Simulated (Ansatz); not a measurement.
**CH6BNSi: up Jacob's ladder to CCSD(T)**

How much do the methods differ for CH6BNSi? The plan is to run it at one geometry with functionals of several rungs and with coupled cluster. The yardstick is the atomisation energy at the CCSD(T) limit.

Computed with Ansatz 0.2.0, Gaussian basis. Level: functionals in def2-TZVPP, the program's frozen cores in correlated methods.

Plan: LDA (SPW92), PBE-D4, revPBE-D4, BLYP-D4, r2SCAN-D4, B97M-V, PBE0-D4, B3LYP-D4, r2SCANh-D4, r2SCAN0-D4, HSE06-D4, BHLYP-D4, CAM-B3LYP-D4, LC-ωPBE, ωB97X-V, ωB97M-V, B2PLYP, PBE-QIDH; CCSD(T)/def2-SVP; CCSD(T)/def2-TZVPP; MP2/def2-QZVPP; extrapolation to the limit; RPA on PBE.

### Step 1. The geometry

An earlier PBE0-D4 in a triple-zeta def2 set relaxation fixed the geometry.

SMILES `B[SiH2]N=C`, 10 atoms, charge 0, spin multiplicity 1.

Atoms are counted from 1 here; the program's logs count them from 0.

Bond lengths: B1–Si2 2.005 Å, B1–H5 1.197 Å, B1–H6 1.194 Å, Si2–N3 1.747 Å, Si2–H7 1.491 Å, Si2–H8 1.502 Å, N3–C4 1.257 Å, C4–H9 1.097 Å, C4–H10 1.103 Å. Angles: Si2–B1–H5 118.9°, Si2–B1–H6 123.4°, H5–B1–H6 117.8°, B1–Si2–N3 112.6°, B1–Si2–H7 108.4°, B1–Si2–H8 109.6°, N3–Si2–H7 106.9°, N3–Si2–H8 111.4°, H7–Si2–H8 107.8°, Si2–N3–C4 124.3°, N3–C4–H9 120.4°, N3–C4–H10 124.2°, H9–C4–H10 115.4°.

### Step 2. LDA

This LDA is Slater exchange with PW92 correlation.

Input file in.yaml:

```yaml
crystal:
  periodic: [false, false, false]
  atoms:
    - {symbol: B, position_ang: [-1.809650, 0.616986, -0.808685]}
    - {symbol: Si, position_ang: [-0.103143, -0.419344, -0.626370]}
    - {symbol: N, position_ang: [1.129045, 0.465196, 0.241097]}
    - {symbol: C, position_ang: [1.662968, 0.072978, 1.309208]}
    - {symbol: H, position_ang: [-2.730421, 0.117195, -1.387362]}
    - {symbol: H, position_ang: [-1.959035, 1.718421, -0.371255]}
    - {symbol: H, position_ang: [0.433353, -0.684451, -1.992134]}
    - {symbol: H, position_ang: [-0.384811, -1.745189, 0.021404]}
    - {symbol: H, position_ang: [2.423253, 0.686462, 1.807168]}
    - {symbol: H, position_ang: [1.421340, -0.879353, 1.809830]}
basis:
  gaussian: {orbitals: def2-TZVPP}
hamiltonian: {xc: lda}
output: {orbitals: {seedname: orbitals}}
```

The run is started by

```
$ ansatz run in.yaml --threads 2 --pin off --events-out ev --progress --plain --max-ram 4352MiB
```

After this run come: PBE-D4 (GGA); revPBE-D4 (GGA); BLYP-D4 (GGA); r2SCAN-D4 (meta-GGA); B97M-V (meta-GGA); B3LYP-D4 (hybrid); r2SCANh-D4 (hybrid); r2SCAN0-D4 (hybrid); HSE06-D4 (hybrid); BHLYP-D4 (hybrid); CAM-B3LYP-D4 (range-separated); LC-ωPBE (range-separated); ωB97X-V (range-separated); ωB97M-V (range-separated); B2PLYP (double hybrid); PBE-QIDH (double hybrid); CCSD(T) in def2-SVP; CCSD(T) in def2-TZVPP; MP2 in def2-QZVPP; RPA on PBE orbitals.

Q: Predict the results of all the runs planned. Wanted: atomisation energy, CCSD(T)/CBS; farthest beyond LDA; mean size of error, GGA; mean size of error, meta-GGA; mean size of error, hybrid; mean size of error, range-separated; mean size of error, double hybrid; gap, smallest and largest; T1 diagnostic.

The runs gave:

```
                               quantity                                                                 value
        atomisation energy, CCSD(T)/CBS                                                         3427.7 kJ/mol
 functionals within 17.1 kJ/mol (0.5 %)  revPBE-D4, r2SCAN-D4, PBE0-D4, r2SCANh-D4, HSE06-D4, LC-ωPBE, B2PLYP
                    farthest beyond LDA                                                 PBE-D4 (+63.3 kJ/mol)
                mean size of error, GGA                                                           33.1 kJ/mol
           mean size of error, meta-GGA                                                           20.9 kJ/mol
             mean size of error, hybrid                                                           25.2 kJ/mol
    mean size of error, range-separated                                                           27.1 kJ/mol
      mean size of error, double hybrid                                                           19.3 kJ/mol
              gap, smallest and largest                              2.09 eV (LDA (SPW92)), 9.79 eV (LC-ωPBE)
                          T1 diagnostic                                                                0.0131
triples share of the correlation energy                                                                 3.9 %
```

What this shows: The LDA atomisation energy is off by 451.8 kJ/mol (13 %): it overbinds. PBE-D4 misses by +63.3 kJ/mol. Double hybrids carry the basis error of their MP2 part in triple zeta, and no dispersion term here, so their miss is partly the set-up's. By mean error the best rung here is double hybrid (19.3 kJ/mol) and the worst beyond LDA is GGA (33.1 kJ/mol). The gap between the best rungs is small, so their order is not settled. Misses under about 17.1 kJ/mol are within the doubt on the reference itself, which lacks core-valence correlation, relativity and higher excitations. Hartree-Fock recovers 74 % of the binding; the rest is correlation. CCSD(T) in def2-SVP is off by -199.2 kJ/mol, which most functionals beat. The gap grows from 2.1 to 9.8 eV across the functionals, mostly with the share of exact exchange.
